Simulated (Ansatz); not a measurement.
**CF4 on WC(001): molecular dynamics**

Aim: shoot the molecule at the surface and see whether it bounces, sticks or breaks. Runs: 500 steps of 1 fs at constant energy. The slab cell is 2×2, and the molecule starts well above it. It comes in with 20 eV at 0° from the normal, on a surface at rest.

The COD cell was measured well above room temperature, so it is larger than a cold one.

Program: Ansatz 0.2.0. Level of theory: DFT PBE+D3(BJ), plane waves, PAW, scalar-relativistic, no spin polarisation. These are calculated values, not measurements.

**1. The system as given**

The cell holds 21 atoms (C9F4W8): a = 5.690 Å, b = 5.690 Å, c = 19.191 Å, α = 90.00°, β = 90.00°, γ = 120.00°.

As a file:

```xyz
21
Lattice="5.6896 0.0000 0.0000 -2.8448 4.9274 0.0000 0.0000 0.0000 19.1911" Properties=species:S:1:pos:R:3 pbc="T T T"
W     0.0000    0.0000    1.0000
C     1.4224    0.8212    2.3970
W     0.0000    0.0000    3.7941
C     1.4224    0.8212    5.1911
W    -1.4224    2.4637    1.0000
C     0.0000    3.2849    2.3970
W    -1.4224    2.4637    3.7941
C     0.0000    3.2849    5.1911
W     2.8448    0.0000    1.0000
C     4.2672    0.8212    2.3970
W     2.8448    0.0000    3.7941
C     4.2672    0.8212    5.1911
W     1.4224    2.4637    1.0000
C     2.8448    3.2849    2.3970
W     1.4224    2.4637    3.7941
C     2.8448    3.2849    5.1911
C     1.4223    4.1822    9.9127
F     0.1681    4.1765    9.4698
F     2.0536    3.0997    9.4698
F     2.0438    5.2703    9.4698
F     1.4223    4.1822   11.2427
```

**2. The run**

500 steps of 1 fs at constant energy.

input.yaml

```yaml
accuracy: low
crystal:
  lattice:
    - [5.68964, 0.0, 0.0]
    - [-2.84482, 4.927373, 0.0]
    - [0.0, 0.0, 19.19109]
  atoms:
    - { symbol: W, position: [0.0, 0.0, 0.0521075] }
    - { symbol: C, position: [0.3333333, 0.1666667, 0.1249033] }
    - { symbol: W, position: [0.0, 0.0, 0.197699] }
    - { symbol: C, position: [0.3333333, 0.1666667, 0.2704948] }
    - { symbol: W, position: [0.0, 0.5, 0.0521075] }
    - { symbol: C, position: [0.3333333, 0.6666667, 0.1249033] }
    - { symbol: W, position: [0.0, 0.5, 0.197699] }
    - { symbol: C, position: [0.3333333, 0.6666667, 0.2704948] }
    - { symbol: W, position: [0.5, 0.0, 0.0521075] }
    - { symbol: C, position: [0.8333333, 0.1666667, 0.1249033] }
    - { symbol: W, position: [0.5, 0.0, 0.197699] }
    - { symbol: C, position: [0.8333333, 0.1666667, 0.2704948] }
    - { symbol: W, position: [0.5, 0.5, 0.0521075] }
    - { symbol: C, position: [0.8333333, 0.6666667, 0.1249033] }
    - { symbol: W, position: [0.5, 0.5, 0.197699] }
    - { symbol: C, position: [0.8333333, 0.6666667, 0.2704948] }
    - { symbol: C, position: [0.674359, 0.8487606, 0.5165239] }
    - { symbol: F, position: [0.4533501, 0.8476061, 0.493446] }
    - { symbol: F, position: [0.6754849, 0.6290842, 0.493446] }
    - { symbol: F, position: [0.8940077, 1.0695902, 0.493446] }
    - { symbol: F, position: [0.674359, 0.8487606, 0.5858269] }
basis:
  ecutwfc: 420.0
kpoints:
  mp_grid: { grid: [3, 3, 1] }
hamiltonian:
  xc: pbe
  dispersion: d3bj
  pseudopotentials: { kind: paw, azcp: { folder: soft_1 } }
scf:
  occupations: { method: fermi_dirac, width: 0.05 }
  lower_state_search: "off"
md:
  timestep: 1
  n_steps: 500
  ensemble: nve
  initial_velocities: zero
  seed: 997286
  initial_site_velocities:
    - { site: 16, velocity: [0.0, 0.0, -0.066223] }
    - { site: 17, velocity: [0.0, 0.0, -0.066223] }
    - { site: 18, velocity: [0.0, 0.0, -0.066223] }
    - { site: 19, velocity: [0.0, 0.0, -0.066223] }
    - { site: 20, velocity: [0.0, 0.0, -0.066223] }
  constraints: [{ sites: [0, 4, 8, 12] }]
```

Started as:

```console
$ ansatz run input.yaml --threads 4 --pin off --max-ram 10240MiB --backend cpu --events-out ev --progress --plain --runs-dir out
```

What does the calculation give? Wanted: lowest height of the centre of mass; shortest distance to a slab atom; temperature, first and last step; temperature, second half; potential energy, second half; largest change of the total energy; mean square displacement, second half.

The runs gave:

| quantity | value |
| --- | --- |
| lowest height of the centre of mass | 1.10 Å over the top layer's first level, at 69.0 fs |
| shortest distance to a slab atom | 1.54 Å |
| length | 500 steps of 1 fs |
| temperature, first and last step | 9102 and 6653 K |
| temperature, second half | mean 6304 K, from 4840 to 7602 K |
| potential energy, second half | +292 meV/atom from the start |
| largest change of the total energy | 1.72 meV/atom |
| mean square displacement, second half | F 54.9, C 6.2, W 0.140 Å² |

**Reading.** The molecule's centre of mass comes down from 4.72 Å to 1.10 Å and is at 11.57 Å at the end, so it has not left within this time. Its shortest distance to a slab atom is 1.54 Å. The total energy strays from its start by at most 1.72 meV/atom, 0.3 % of the mean kinetic energy, so a step of 1 fs is short enough over this time. Bonds change: the first event comes at 105.0 fs (C17–F18 breaks). The printed temperature only measures the kinetic energy here. 500 fs on 21 atoms is far too short and small for converged averages. The settings are cheap ones for dynamics (low accuracy level or one k-point).
